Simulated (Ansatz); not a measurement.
# Sb3O2: the cost of one run

Computed with Ansatz 0.2.0 (DFT PBE, scalar-relativistic, plane waves, PAW, unless a step's input says otherwise).

## 1. The system as given

Symmetry: R-3c, No. 167, trigonal system. Conventional cell: a = 6.341 Å, b = 6.341 Å, c = 17.312 Å, α = 90.00°, β = 90.00°, γ = 120.00°. Around Sb (site symmetry 2) lie 4 O at 2.47 to 2.63 Å. O (site symmetry 3) is surrounded by 6 Sb at 2.47 to 2.63 Å.

As a file:

```cif
data_structure
_symmetry_space_group_name_H-M 'P 1'
_symmetry_Int_Tables_number 1
_cell_length_a 6.8341
_cell_length_b 6.8341
_cell_length_c 6.8341
_cell_angle_alpha 55.281
_cell_angle_beta 55.281
_cell_angle_gamma 55.281
_cell_volume 200.95
loop_
_atom_site_label
_atom_site_type_symbol
_atom_site_fract_x
_atom_site_fract_y
_atom_site_fract_z
_atom_site_occupancy
Sb1 Sb 0.05625 0.44375 0.75000 1
Sb2 Sb 0.75000 0.05625 0.44375 1
Sb3 Sb 0.44375 0.75000 0.05625 1
Sb4 Sb 0.94375 0.55625 0.25000 1
Sb5 Sb 0.25000 0.94375 0.55625 1
Sb6 Sb 0.55625 0.25000 0.94375 1
O1 O 0.85218 0.85218 0.85218 1
O2 O 0.64782 0.64782 0.64782 1
O3 O 0.14782 0.14782 0.14782 1
O4 O 0.35218 0.35218 0.35218 1
```

This is candidate A: anti-corundum type (R-3c, No. 167).

(A quick probe on a coarse mesh, which set the mesh and smearing, is not shown.)

## 3. Coarse relaxation (candidate A)

input.yaml

```yaml
crystal:
  lattice:
    - [3.1705196174, 1.8305003545, 5.7708218225]
    - [-3.1705196174, 1.8305003545, 5.7708218225]
    - [0.0, -3.6610007092, 5.7708218225]
  atoms:
    - { symbol: Sb, position: [0.05625, 0.44375, 0.75] }
    - { symbol: Sb, position: [0.75, 0.05625, 0.44375] }
    - { symbol: Sb, position: [0.44375, 0.75, 0.05625] }
    - { symbol: Sb, position: [0.94375, 0.55625, 0.25] }
    - { symbol: Sb, position: [0.25, 0.94375, 0.55625] }
    - { symbol: Sb, position: [0.55625, 0.25, 0.94375] }
    - { symbol: O, position: [0.85218, 0.85218, 0.85218] }
    - { symbol: O, position: [0.64782, 0.64782, 0.64782] }
    - { symbol: O, position: [0.14782, 0.14782, 0.14782] }
    - { symbol: O, position: [0.35218, 0.35218, 0.35218] }
basis:
  ecutwfc: 420
kpoints:
  mp_grid: { grid: [3, 3, 3] }
hamiltonian:
  xc: pbe
scf:
  occupations: { method: gaussian, width: 0.1 }
  lower_state_search: "off"
output:
  forces: true
  stress: true
  eigenvalues: true
relax:
  adjacent_minimum: "off"
  f_tol: 0.04
  max_steps: 70
  cell: { stress_tol: 0.4 }
```

Started as:

```console
$ ansatz run input.yaml --threads 1 --pin off --max-ram 2560MiB --backend cpu --events-out ev --progress --plain --runs-dir out
```

**Question.** How long does this run take on 1 thread of Intel Xeon 6975P-C (Granite Rapids), shared host, and how much memory does it need?

About 45 s, with a peak of 0.55 GiB.
